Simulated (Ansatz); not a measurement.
# FH₄OSiSn radical: how energies converge with the basis set

How large a basis does FH₄OSiSn radical need? Two functionals are run in growing sets.

The runs use Ansatz 0.2.0, Gaussian basis; one geometry, several basis sets.

Levels to be run: PBE0-D4/def2-SVP; ωB97M-V/def2-SVP; PBE0-D4/def2-QZVPP; ωB97M-V/def2-QZVPP; the functionals' def2-TZVPP values are taken from earlier runs.

## Step 1: Structure used throughout

The geometry comes from an earlier relaxation with PBE0-D4 in a triple-zeta def2 set; it is a stationary point, not always the lowest conformer. Sn takes the def2 core potential; no spin-orbit term is included.

SMILES `[F][SnH][O][SiH3]`, 8 atoms, charge 0, spin multiplicity 2.

Atoms are counted from 1 here; the program's logs count them from 0.

Bond lengths: F1–Sn2 1.929 Å, Sn2–O3 1.951 Å, Sn2–H5 1.742 Å, O3–Si4 1.640 Å, Si4–H6 1.486 Å, Si4–H7 1.486 Å, Si4–H8 1.490 Å. Angles: F1–Sn2–O3 102.1°, F1–Sn2–H5 106.1°, O3–Sn2–H5 105.6°, Sn2–O3–Si4 137.7°, O3–Si4–H6 108.6°, O3–Si4–H7 110.5°, O3–Si4–H8 111.0°, H6–Si4–H7 109.2°, H6–Si4–H8 108.8°, H7–Si4–H8 108.7°.

## Step 2: PBE0-D4 in def2-SVP

in.yaml reads:

```yaml
crystal:
  periodic: [false, false, false]
  atoms:
    - {symbol: F, position_ang: [-1.607295, 1.731735, 1.020337]}
    - {symbol: Sn, position_ang: [-0.420697, 1.874538, -0.493479]}
    - {symbol: O, position_ang: [0.210005, 0.039323, -0.694426]}
    - {symbol: Si, position_ang: [0.713760, -1.182680, 0.276906]}
    - {symbol: H, position_ang: [-1.435740, 2.176269, -1.877067]}
    - {symbol: H, position_ang: [1.729066, -1.982093, -0.456731]}
    - {symbol: H, position_ang: [-0.427240, -2.061325, 0.643633]}
    - {symbol: H, position_ang: [1.330340, -0.652868, 1.525026]}
basis:
  gaussian: {orbitals: def2-SVP}
magnetization: {spin_polarized: true, initial_magnetization: 1}
hamiltonian: {xc: pbe0, dispersion: d4}
output: {orbitals: {seedname: orbitals}}
```

Command:

```
ansatz run in.yaml --threads 4 --pin off --events-out ev --progress --plain --max-ram 10444MiB
```

Further steps of the session: ωB97M-V in def2-SVP; PBE0-D4 in def2-QZVPP; ωB97M-V in def2-QZVPP.

Before running them: what should the planned runs give, taken together? Wanted: PBE0-D4: double and triple zeta above quadruple; ωB97M-V: double and triple zeta above quadruple.

**Answer**, as computed:

| quantity | value |
| --- | --- |
| PBE0-D4: double and triple zeta above quadruple | 10.04, 0.64 eV |
| ωB97M-V: double and triple zeta above quadruple | 10.18, 0.60 eV |

What this shows: For PBE0-D4 the step from double to triple zeta gains 9.40 eV and the next only 0.64 eV. Total energies overstate the basis error of differences, where much of it tends to cancel.
